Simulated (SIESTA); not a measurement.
## Sn3Se under changes of volume

One of the cells (26.013 Å³/atom); the others are scaled copies at fixed shape and fractional positions:

```
Sn Se
1.0
     0.00000    3.73314    3.73314
     3.73314    0.00000    3.73314
     3.73314    3.73314    0.00000
Sn Se
3 1
Cartesian
  3.7331 3.7331 3.7331
  5.5997 5.5997 5.5997
  1.8666 1.8666 1.8666
  0.0000 0.0000 0.0000
```

The cell comes from a database or a generator and needn't be the stable form of this composition.

| Item | Value |
| --- | --- |
| Program | SIESTA 5.4.2 |
| Functional | LDA |
| Potentials or basis | PseudoDojo 0.4 standard (LDA files) |
| Basis | DZP (energy shift 0.003 Ry; two zetas on semicore shells) |
| Grid cutoff | 500 Ry |
| Energy shift | 0.003 Ry |
| k mesh | 6 × 6 × 6 |
| Occupations | fermi-dirac, width 0.05 eV |
| Spin | no spin polarisation |

```tsv
volume (Å³/atom)	energy over the lowest point (meV/atom)	pressure (GPa)
24.452	0.00	-0.2
24.973	2.98	-1.5
25.493	9.82	-2.6
26.013	?	?
26.533	33.11	-4.4
27.054	48.81	-5.2
27.574	66.73	-5.8
```

What does the run at 26.013 Å³/atom give?

Energy over the lowest point 19.98 meV/atom; pressure -3.6 GPa.

Worked out: A Birch-Murnaghan fit of order 3 (a polynomial in V^(-2/3)) to the other rows has its minimum at 24.35 Å³/atom, just outside them, with B0 = V·E''(V) = 65 GPa and B' = 5.2. It gives 19.99 meV/atom at 26.013 Å³/atom, against the run's 19.98, and -dE/dV = -3.6 GPa, against -3.6.

Energies are extrapolated to zero smearing.

Caveats: the basis of atomic orbitals isn't converged, which shifts pressures, moduli and gaps.
